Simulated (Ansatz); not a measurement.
# Al: the cost of one run

Computed with Ansatz 0.2.0 (DFT PBEsol, scalar-relativistic, plane waves, PAW, unless a step's input says otherwise).

### 1 The starting structure

It takes space group Fm-3m (No. 225, cubic). Conventional cell: a = 4.050 Å, b = 4.050 Å, c = 4.050 Å, α = 90.00°, β = 90.00°, γ = 90.00°. Al (site symmetry m-3m) is surrounded by 12 Al at 2.86 Å.

Coordinates:

```cif
data_structure
_symmetry_space_group_name_H-M 'Fm-3m'
_symmetry_Int_Tables_number 225
_cell_length_a 4.0496
_cell_length_b 4.0496
_cell_length_c 4.0496
_cell_angle_alpha 90.000
_cell_angle_beta 90.000
_cell_angle_gamma 90.000
_cell_volume 66.41
loop_
_atom_site_label
_atom_site_type_symbol
_atom_site_symmetry_multiplicity
_atom_site_Wyckoff_symbol
_atom_site_fract_x
_atom_site_fract_y
_atom_site_fract_z
_atom_site_occupancy
Al1 Al 4 a 0.00000 0.00000 0.00000 1
```

The structure rests on an entry of the Crystallography Open Database; cell or positions may have been set otherwise for this series.

### 2 Relaxing cell and atoms: Al, no spin

File input.yaml:

```yaml
crystal:
  lattice:
    - [0.0, 2.024805, 2.024805]
    - [2.024805, 0.0, 2.024805]
    - [2.024805, 2.024805, 0.0]
  atoms:
    - { symbol: Al, position: [0.0, 0.0, 0.0] }
scf:
  occupations: { method: methfessel_paxton, width: 0.1 }
output:
  forces: true
  stress: true
  eigenvalues: true
  write_density: true
  write_potential: true
  elf: true
  volumetric_format: npy
kpoints:
  mp_grid: { grid: [40, 40, 40] }
hamiltonian:
  xc: pbesol
relax:
  f_tol: 0.01
  adjacent_minimum: "off"
  cell: { stress_tol: 0.05 }
```

On the command line:

```bash
ansatz run input.yaml --threads 2 --pin off --max-ram 6144MiB --backend cpu --events-out ev --progress --plain --runs-dir out
```

**Question.** How long does this run take on 2 threads of AMD EPYC 9R14 (Zen 4), shared host, and how much memory does it need?

About 15 s, with a peak of 0.63 GiB.
